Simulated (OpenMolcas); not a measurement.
**triplet Si2H6O2: levels of theory compared**

Wanted: a comparison of 6 runs (UBLYP/6-31G*, UM06-2X/6-31G*, UM06-L/6-31G*, USVWN5/6-31G*, UB3LYP/6-31G*, ROCCSD(T)/6-31G*) of triplet Si2H6O2. 

The results are computed with OpenMolcas 26.06.

### 1 Starting point

Si2H6O2: 10 atoms, total charge 0, spin state triplet. As SMILES of the parent species, `O[SiH2][SiH2]O`. The coordinates come from a PBE0-D4/def2-TZVP relaxation. This is one conformer, not always the lowest. That shape belongs to the parent species and isn't relaxed for this state.

Bond lengths: O1–Si2 1.656 Å, Si2–Si3 2.357 Å, Si3–O4 1.656 Å, O1–H5 0.958 Å, Si2–H6 1.487 Å, Si2–H7 1.494 Å, Si3–H8 1.493 Å, Si3–H9 1.487 Å, O4–H10 0.958 Å. Some angles: O1–Si2–Si3 112.1°, Si2–Si3–O4 112.1°, O1–Si2–H6 105.4°, O1–Si2–H7 111.3°, Si3–Si2–H6 110.5°, Si3–Si2–H7 109.5°, Si2–O1–H5 117.4°, Si2–Si3–H8 109.5°, Si2–Si3–H9 110.5°, O4–Si3–H8 111.3°.

### 2 The energy at UBLYP/6-31G(d) (spherical functions) (run 1)

File mol.xyz:

```xyz
10

O     -1.023300     1.887700     1.029000
Si     0.114300     0.686000     0.959700
Si    -0.148600    -0.673600    -0.947700
O      0.987200    -1.877000    -1.014900
H     -1.013300     2.545500     0.332800
H     -0.079100    -0.112900     2.199100
H      1.498300     1.246700     0.986300
H     -1.533500    -1.232000    -0.975500
H      0.047500     0.124300    -2.187300
H      0.975700    -2.534100    -0.318000
```

File job.input:

```
&GATEWAY
 BasLib = $CurrDir
 Coord = mol.xyz
 Basis = 6-31Gs
 Group = NoSym

&SEWARD
 GridInput
 Grid=UltraFine
 End of Grid

&SCF
 UHF
 Spin = 3
 KSDFT = BLYP
 Thresholds = 1e-10 1e-07 1e-07 1e-05
 PrOrbitals = 0
```

The basis set 6-31G* is read from a file made from the Basis Set Exchange's data (not shown).

Started as:

```bash
$ export MOLCAS_MEM=1860
$ pymolcas job.input > job.log
```

The log of the run:

```text
--- Start Module: gateway ---
[...]
--- Stop Module: gateway /rc=_RC_ALL_IS_WELL_ ---
--- Start Module: seward ---
[...]
      Basis functions           76
--- Stop Module: seward /rc=_RC_ALL_IS_WELL_ ---
[...]
--- Start Module: scf ---
[...]
       Convergence after  21 Iterations
[...]
::    Total KS-DFT energy                            -732.8370998603
[...]
      Total spin, S                                     1.0005408676
[...]
      Total electronic charge=   50.000000
      Total            charge=   -0.000000
[...]
      Dipole Moment (debye):
      Origin of the operator (angstrom)=   -0.0175    0.0059    0.0064
                   X= -2.0857E-03               Y=  3.3277E-04               Z=  1.0542E-03           Total=  2.3606E-03
      Quadrupole Moment (debye*angstrom):
[...]
--- Stop Module: scf /rc=_RC_ALL_IS_WELL_ ---
[...]
```

Wall time 31 s (1 thread of Intel Xeon 6975P-C (Granite Rapids), shared host); peak memory 0.43 GiB.

### 3 A single-point energy at UM06-2X/6-31G(d) (spherical functions) (run 2)

mol.xyz is that of step 2.

File mol.input:

```
&GATEWAY
  BasLib = $CurrDir
  Coord = mol.xyz
  Basis = 6-31Gs
  Group = NoSym

&SEWARD
  GridInput
  Grid=UltraFine
  End of Grid

&SCF
  UHF
  Spin = 3
  KSDFT = M062X
  Thresholds = 1e-10 1e-07 1e-07 1e-05
  PrOrbitals = 1 1
```

The basis set 6-31G* is read from a file made from the Basis Set Exchange's data (not shown).

Started as:

```bash
$ export MOLCAS_MEM=1860
$ pymolcas mol.input > mol.log
```

The log of the run:

```text
--- Start Module: gateway ---
[...]
--- Stop Module: gateway /rc=_RC_ALL_IS_WELL_ ---
--- Start Module: seward ---
[...]
      Basis functions           76
--- Stop Module: seward /rc=_RC_ALL_IS_WELL_ ---
[...]
--- Start Module: scf ---
[...]
       Convergence after  21 Iterations
[...]
::    Total KS-DFT energy                            -732.7483245170
[...]
      Total spin, S                                     1.0015160774
[...]
      Total electronic charge=   50.000000
      Total            charge=   -0.000000
[...]
      Dipole Moment (debye):
      Origin of the operator (angstrom)=   -0.0175    0.0059    0.0064
                   X= -2.0663E-03               Y=  1.0585E-04               Z=  8.5325E-04           Total=  2.2380E-03
      Quadrupole Moment (debye*angstrom):
[...]
--- Stop Module: scf /rc=_RC_ALL_IS_WELL_ ---
[...]
```

Run time: 47 s. Hardware: 1 thread of Intel Xeon 6975P-C (Granite Rapids), shared host; peak memory 0.43 GiB.

### 4 A single-point energy at UM06-L/6-31G(d) (spherical functions) (run 3)

File mol.input:

```
&GATEWAY
 BasLib=$CurrDir
 Coord
 10
 angstrom
 O       -1.023300       1.887700       1.029000
 Si       0.114300       0.686000       0.959700
 Si      -0.148600      -0.673600      -0.947700
 O        0.987200      -1.877000      -1.014900
 H       -1.013300       2.545500       0.332800
 H       -0.079100      -0.112900       2.199100
 H        1.498300       1.246700       0.986300
 H       -1.533500      -1.232000      -0.975500
 H        0.047500       0.124300      -2.187300
 H        0.975700      -2.534100      -0.318000
 Basis=6-31Gs
 Group=NoSym

&SEWARD
 GridInput
 Grid=UltraFine
 End of Grid

&SCF
 UHF
 Spin=3
 KSDFT=M06L
 Thresholds=1e-10 1e-07 1e-07 1e-05
 PrOrbitals=1 1
```

The basis set 6-31G* is read from a file made from the Basis Set Exchange's data (not shown).

Started as:

```bash
$ export MOLCAS_MEM=1860
$ pymolcas mol.input > mol.log
```

The log of the run:

```text
--- Start Module: gateway ---
[...]
--- Stop Module: gateway /rc=_RC_ALL_IS_WELL_ ---
--- Start Module: seward ---
[...]
      Basis functions           76
--- Stop Module: seward /rc=_RC_ALL_IS_WELL_ ---
[...]
--- Start Module: scf ---
[...]
       Convergence after  19 Iterations
[...]
::    Total KS-DFT energy                            -732.8523891139
[...]
      Total spin, S                                     1.0012990833
[...]
      Total electronic charge=   50.000000
      Total            charge=   -0.000000
[...]
      Dipole Moment (debye):
      Origin of the operator (angstrom)=   -0.0175    0.0059    0.0064
                   X= -2.4572E-03               Y=  1.1386E-04               Z=  1.3387E-03           Total=  2.8005E-03
      Quadrupole Moment (debye*angstrom):
[...]
--- Stop Module: scf /rc=_RC_ALL_IS_WELL_ ---
[...]
```

It took 42 s on 1 thread of Intel Xeon 6975P-C (Granite Rapids), shared host; peak memory 0.43 GiB.

Runs 4 to 5 aren't shown in full; the table further down has their settings and results.

### 5 The energy at ROCCSD(T)/6-31G(d) (spherical functions) (run 6)

File job.inp:

```
&gateway
 baslib=$CurrDir
 coord
 10
 angstrom
 O       -1.023300       1.887700       1.029000
 Si       0.114300       0.686000       0.959700
 Si      -0.148600      -0.673600      -0.947700
 O        0.987200      -1.877000      -1.014900
 H       -1.013300       2.545500       0.332800
 H       -0.079100      -0.112900       2.199100
 H        1.498300       1.246700       0.986300
 H       -1.533500      -1.232000      -0.975500
 H        0.047500       0.124300      -2.187300
 H        0.975700      -2.534100      -0.318000
 basis=6-31Gs
 group=NoSym

&seward

&scf
 uhf
 spin=3
 thresholds=1e-10 1e-07 1e-07 1e-05
 prorbitals=1 1

&rasscf
 fileorb=$Project.UnaOrb
 spin=3
 nactel=2 0 0
 inactive=24
 ras2=2
 outorbitals=Canonical
 orblisting=Nothing

&motra
 jobiph
 frozen=12

&ccsdt
 cct
 triples=3
 iterations=80
 accuracy=1e-08
 extrapolation=5 4
```

The basis set 6-31G* is read from a file made from the Basis Set Exchange's data (not shown).

Started as:

```bash
$ export MOLCAS_MEM=1860
$ pymolcas job.inp > job.log
```

The log of the run:

```text
--- Start Module: gateway ---
[...]
--- Stop Module: gateway /rc=_RC_ALL_IS_WELL_ ---
[...]
      Basis functions           76
[...]
       Convergence after  25 Iterations
[...]
::    Total SCF energy                               -730.9008522481
[...]
      Total spin, S                                     1.0029693748
[...]
      Number of active orbitals                  2
[...]
      Spin quantum number                      1.0
[...]
      Active orbitals                            2
[...]
      Number of CSFs                             1
[...]
      Number of root(s) required                 1
[...]
      Convergence after 13 iterations
[...]
      printout of CI-coefficients larger than  0.05 for root  1
      energy=    -730.898171
      conf/sym  11     Coeff  Weight
             1  uu   1.00000 1.00000
      Natural orbitals and occupation numbers for root  1
      sym 1:   1.000000   1.000000
      ************************************************************************************************************************
      *                                                    Final results                                                     *
[...]
::    RASSCF root number  1 Total energy:   -730.89817100
[...]
      Total electronic charge=   50.000000
      Total            charge=   -0.000000
[...]
      Dipole Moment (debye):
      Origin of the operator (angstrom)=   -0.0175    0.0059    0.0064
                   X= -1.5933E-03               Y=  2.0519E-04               Z=  9.4045E-04           Total=  1.8614E-03
      Quadrupole Moment (debye*angstrom):
[...]
--- Start Module: motra ---
[...]
      *** WARNING: Default frozen orbitals is overwritten by user input.
      *** Default values:   6
[...]
--- Stop Module: motra /rc=_RC_ALL_IS_WELL_ ---
--- Start Module: ccsdt ---
[...]
      Convergence after                    27  Iterations
      Total energy (diff) :    -731.46429667      -0.00000000
[...]
 METHOD                       : CCSD+T(CCSD)+<T3(1)WT1>+<T3(1)UT2> = CCSD(T)
[...]
       CCSD     =      -731.4642966732575
[...]
--- Stop Module: ccsdt /rc=_RC_ALL_IS_WELL_ ---
[...]
```

Wall time 30 s (1 thread of Intel Xeon 6975P-C (Granite Rapids), shared host); peak memory 0.43 GiB.

### 6 All runs side by side

| run | level | Cartesian functions | integration grid | energy (Eh) | dipole moment (D) | HOMO energy (eV) | ⟨S²⟩ | wall time |
| --- | --- | --- | --- | --- | --- | --- | --- | --- |
| 1 | UBLYP/6-31G* (spherical functions) | no | UltraFine | -732.837100 | 0.00 | -1.91 | 2.002 | 31 s |
| 2 | UM06-2X/6-31G* (spherical functions) | no | UltraFine | -732.748325 | 0.00 | -3.52 | 2.005 | 47 s |
| 3 | UM06-L/6-31G* (spherical functions) | no | UltraFine | -732.852389 | 0.00 | -1.95 | 2.004 | 42 s |
| 4 | USVWN5/6-31G* (spherical functions) | no | UltraFine | -729.453572 | 0.00 | -2.28 | 2.001 | 17 s |
| 5 | UB3LYP/6-31G* (Cartesian functions) | yes | UltraFine | -732.923804 | 0.00 | -2.65 | 2.003 | 34 s |
| 6 | ROCCSD(T)/6-31G* (spherical functions) | no | – | -731.478608 | – | – | – | 30 s |

### 7 Results

| quantity | value |
| --- | --- |
| run 6: total energy | -731.47861 Eh |
| run 6: (T) correction | -14.31 mEh |

In words: Totals of different functionals can't be ranked against each other. All runs together took 3.4 min, the longest 47 s.
